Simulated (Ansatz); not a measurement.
# Yb3Al3Ag: the cost of one run

Computed with Ansatz 0.2.0 (DFT PBE, scalar-relativistic, plane waves, PAW, unless a step's input says otherwise).

1 further run of the same task is left out (it didn't finish).

**1. The system as given**

Symmetry: Pm-3m, No. 221, cubic system. Conventional cell: a = 6.057 Å, b = 6.057 Å, c = 6.057 Å, α = 90.00°, β = 90.00°, γ = 90.00°. Yb (site symmetry 4/mmm) has 4 Al at 3.03 Å and 2 Ag at 3.03 Å as nearest neighbours. Al (site symmetry 4/mmm) has 4 Yb at 3.03 Å as nearest neighbours. Around Ag (site symmetry m-3m) lie 6 Yb at 3.03 Å.

As a file:

```
CELL_PARAMETERS angstrom
6.05651 0.00000 0.00000
0.00000 6.05651 0.00000
0.00000 0.00000 6.05651
ATOMIC_POSITIONS crystal
Yb 0.50000 0.00000 0.00000
Yb 0.00000 0.50000 0.00000
Yb 0.00000 0.00000 0.50000
Al 0.50000 0.00000 0.50000
Al 0.50000 0.50000 0.00000
Al 0.00000 0.50000 0.50000
Ag 0.00000 0.00000 0.00000
```

It is the end of an earlier relaxation with the same method, from a database cell with other species swapped in; it needn't be the stable form of this composition. At a tolerance of 0.05 Å it has space group Pm-3m (No. 221); it has 31.74 Å³/atom, an uncorrected energy of +0.42 eV/atom over the elements.

**2. Electronic structure at the relaxed geometry**

The input, input.yaml:

```yaml
crystal:
  lattice:
    - [6.0565140053, 0.0, 0.0]
    - [0.0, 6.0565140053, 0.0]
    - [0.0, 0.0, 6.0565140053]
  atoms:
    - { symbol: Yb, position: [0.5, 0.0, 0.0] }
    - { symbol: Yb, position: [0.0, 0.5, 0.0] }
    - { symbol: Yb, position: [0.0, 0.0, 0.5] }
    - { symbol: Al, position: [0.5, 0.0, 0.5] }
    - { symbol: Al, position: [0.5, 0.5, 0.0] }
    - { symbol: Al, position: [0.0, 0.5, 0.5] }
    - { symbol: Ag, position: [0.0, 0.0, 0.0] }
basis:
  ecutwfc: 420
kpoints:
  mp_grid: { grid: [6, 6, 6] }
  band_path:
    path:
      - [[0.0, 0.0, 0.0], [0.0, 0.5, 0.0], [0.5, 0.5, 0.0], [0.0, 0.0, 0.0], [0.5, 0.5, 0.5], [0.0, 0.5, 0.0]]
      - [[0.5, 0.5, 0.5], [0.5, 0.5, 0.0]]
    npoints: 14
hamiltonian:
  xc: pbe
scf:
  occupations: { method: gaussian, width: 0.1 }
  n_extra_bands: 17
output:
  forces: true
  stress: true
  eigenvalues: true
  populations: true
  dos: { projected: true, de: 0.02, nscf_kmesh: { grid: [8, 8, 8] } }
  bader: true
  write_density: true
  write_potential: true
  elf: true
  volumetric_format: npy
```

Started as:

```
> ansatz run input.yaml --threads 1 --pin off --max-ram 2048MiB --backend cpu --events-out ev --progress --plain --runs-dir out
```

**Question.** How long does this run take on 1 thread of Arm Neoverse V1, shared host, and how much memory does it need?

About 2.5 min, with a peak of 0.91 GiB.
